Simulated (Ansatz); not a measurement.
This script drives the Ansatz DFT code, driven from Python.

`bend_ch5ass2.py`:
```python
# -*- coding: utf-8 -*-
'''Energy of CH5AsS2 against one bond angle.'''

from dataclasses import dataclass

import ansatz as az
from ase import Atoms


@dataclass(frozen=True)
class RunConfig:
    basis_set: str = 'def2-SVP'
    xc: str = 'hf'
    fmax: float = 0.02


settings = RunConfig()


def main():
    atoms = Atoms(['C', 'S', 'As', 'S', 'H', 'H', 'H', 'H', 'H'], positions=[
        (0.1114, 0.9296, -1.1272),
        (1.3116, -0.1284, -0.4161),
        (-0.2562, -1.6155, 0.3107),
        (-0.2501, -0.6291, 2.3604),
        (-0.521, 0.421, -1.9247),
        (-0.6162, 1.3678, -0.3484),
        (0.5973, 1.8387, -1.6146),
        (0.9222, -2.5975, 0.7912),
        (-1.2104, 0.3671, 1.9516),
    ])

    # relax first, so that the scan starts from a minimum
    first = az.Crystal.molecule_from_ase(atoms).calculation()
    first = first.basis(gaussian=settings.basis_set)
    first = first.functional(settings.xc).relax(force_tolerance=settings.fmax, max_steps=80)
    atoms.positions = first.run().report['positions_ang']

    rows = []
    for angle in [85, 95, 105, 115, 125, 140, 160]:
        bent = atoms.copy()
        bent.set_angle(2, 3, 8, angle, indices=[8])
        model = (
            az.Crystal.molecule_from_ase(bent).calculation()
            .basis(gaussian=settings.basis_set)  # the orbital basis, by name
            .functional(settings.xc)
        )
        rows.append((angle, model.run().report['free_energy_ev']))
    floor = min(e for _, e in rows)
    for angle, e in rows:
        print(f'angle As2-S3-H8 = {angle:3d} deg   {1000 * (e - floor):9.1f} meV')


if __name__ == '__main__':
    main()
```

It is started by `python bend_ch5ass2.py`. Estimate its wall time and peak memory on 1 thread of Arm Neoverse V2 (shared host).

It took about 45 s, with a peak of 0.31 GiB, for 8 runs of the engine.

Output of `python bend_ch5ass2.py`:
```text
angle As2-S3-H8 =  85 deg        73.2 meV
angle As2-S3-H8 =  95 deg         0.0 meV
angle As2-S3-H8 = 105 deg        75.4 meV
angle As2-S3-H8 = 115 deg       280.1 meV
angle As2-S3-H8 = 125 deg       593.7 meV
angle As2-S3-H8 = 140 deg      1213.4 meV
angle As2-S3-H8 = 160 deg      2095.0 meV
```

The scan is rigid, and the energies are electronic, in a modest basis. The zero is the lowest point of the grid, which needn't be the minimum.
